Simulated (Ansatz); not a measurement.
# C2H6FGaO2: up Jacob's ladder to CCSD(T)

The task here is to estimate one member of a computed series from the others.

Program: Ansatz 0.2.0, Gaussian basis. Level of theory: functionals in def2-TZVPP, the program's frozen cores in correlated methods. These are calculated values, not measurements.

The runs, in order: LDA (SPW92), PBE-D4, revPBE-D4, BLYP-D4, r2SCAN-D4, B97M-V, PBE0-D4, B3LYP-D4, r2SCANh-D4, r2SCAN0-D4, HSE06-D4, BHLYP-D4, CAM-B3LYP-D4, LC-ωPBE, ωB97X-V, ωB97M-V, B2PLYP, PBE-QIDH; CCSD(T)/def2-SVP; MP2/def2-TZVPP; MP2/def2-QZVPP; RPA on PBE.

## The geometry

The geometry comes from an earlier relaxation with PBE0-D4 in a triple-zeta def2 set; it is a stationary point, not always the lowest conformer.

SMILES `C[O][Ga]([F])[O]C`, 12 atoms, charge 0, spin multiplicity 1.

Atoms are counted from 1 here; the program's logs count them from 0.

Bond lengths: C1–O2 1.413 Å, C1–H7 1.095 Å, C1–H8 1.094 Å, C1–H9 1.094 Å, O2–Ga3 1.763 Å, Ga3–F4 1.744 Å, Ga3–O5 1.756 Å, O5–C6 1.414 Å, C6–H10 1.094 Å, C6–H11 1.094 Å, C6–H12 1.095 Å. Angles: O2–C1–H7 113.2°, O2–C1–H8 109.4°, O2–C1–H9 109.3°, H7–C1–H8 108.3°, H7–C1–H9 108.3°, H8–C1–H9 108.3°, C1–O2–Ga3 123.0°, O2–Ga3–F4 118.8°, O2–Ga3–O5 122.5°, F4–Ga3–O5 118.7°, Ga3–O5–C6 121.8°, O5–C6–H10 109.2°, O5–C6–H11 109.3°, O5–C6–H12 113.4°, H10–C6–H11 108.3°, H10–C6–H12 108.2°, H11–C6–H12 108.2°.

Coordinates:

| atom | x (Å) | y (Å) | z (Å) |
| --- | --- | --- | --- |
| C1 | 0.04159 | -2.40027 | 0.29785 |
| O2 | 0.27941 | -1.00843 | 0.25301 |
| Ga3 | -0.86782 | 0.13921 | -0.43611 |
| F4 | -2.36723 | -0.46175 | -1.09223 |
| O5 | -0.55777 | 1.86682 | -0.48768 |
| C6 | 0.63469 | 2.42649 | 0.02644 |
| H7 | -0.92571 | -2.68613 | -0.12854 |
| H8 | 0.82810 | -2.92135 | -0.25666 |
| H9 | 0.07171 | -2.73991 | 1.33768 |
| H10 | 1.15303 | 2.96662 | -0.77167 |
| H11 | 0.38732 | 3.13865 | 0.81967 |
| H12 | 1.32269 | 1.68005 | 0.43822 |

Set-up of the first run:

The input, in.yaml:

```yaml
crystal:
  periodic: [false, false, false]
  atoms:
    - {symbol: C, position_ang: [0.041594, -2.400273, 0.297851]}
    - {symbol: O, position_ang: [0.279414, -1.008426, 0.253013]}
    - {symbol: Ga, position_ang: [-0.867824, 0.139209, -0.436111]}
    - {symbol: F, position_ang: [-2.367229, -0.461745, -1.092229]}
    - {symbol: O, position_ang: [-0.557771, 1.866822, -0.487675]}
    - {symbol: C, position_ang: [0.634688, 2.426491, 0.026438]}
    - {symbol: H, position_ang: [-0.925715, -2.686131, -0.128545]}
    - {symbol: H, position_ang: [0.828104, -2.921347, -0.256656]}
    - {symbol: H, position_ang: [0.071707, -2.739906, 1.337683]}
    - {symbol: H, position_ang: [1.153031, 2.966618, -0.771669]}
    - {symbol: H, position_ang: [0.387315, 3.138648, 0.819666]}
    - {symbol: H, position_ang: [1.322685, 1.680051, 0.438222]}
basis:
  gaussian: {orbitals: def2-TZVPP}
hamiltonian: {xc: lda}
output: {orbitals: {seedname: orbitals}}
```

Launch:

```sh
$ ansatz run in.yaml --threads 4 --pin off --events-out ev --progress --plain --max-ram 10444MiB
```

Among the steps run: LDA; PBE-D4 (GGA); revPBE-D4 (GGA); BLYP-D4 (GGA); r2SCAN-D4 (meta-GGA); B97M-V (meta-GGA); PBE0-D4 (hybrid); B3LYP-D4 (hybrid); r2SCANh-D4 (hybrid); r2SCAN0-D4 (hybrid); HSE06-D4 (hybrid); BHLYP-D4 (hybrid); CAM-B3LYP-D4 (range-separated); LC-ωPBE (range-separated); ωB97X-V (range-separated); ωB97M-V (range-separated); B2PLYP (double hybrid); PBE-QIDH (double hybrid).

One table of the session follows, with a row left open; its other results are not shown here.

It belongs to the step «Frontier levels by functional». 

```
  functional  HOMO (eV)  gap (eV)
 LDA (SPW92)      -6.73      4.28
      PBE-D4      -6.56      4.44
   revPBE-D4      -6.49      4.53
     BLYP-D4      -6.48      4.37
   r2SCAN-D4      -6.89      5.09
      B97M-V      -6.99      4.97
     PBE0-D4      -8.13      7.01
    B3LYP-D4          ?         ?
  r2SCANh-D4      -7.48      6.03
  r2SCAN0-D4      -8.37      7.44
    HSE06-D4      -7.72      6.23
    BHLYP-D4      -9.67      9.42
CAM-B3LYP-D4      -9.60      9.42
     LC-ωPBE     -10.93     12.19
     ωB97X-V     -10.60     11.62
     ωB97M-V     -10.53     11.30
```

**Question.** Estimate the row for B3LYP-D4.

Worked estimate for «HOMO (eV)». Against the share of exact exchange, BLYP-D4 (0, -6.48), BHLYP-D4 (0.5, -9.67) give a slope of -6.38 per unit share; at 0.2 the line stands at -7.76.

The run gave: HOMO (eV): -7.89; gap (eV): 6.41. In «HOMO (eV)» the line misses by +0.13.
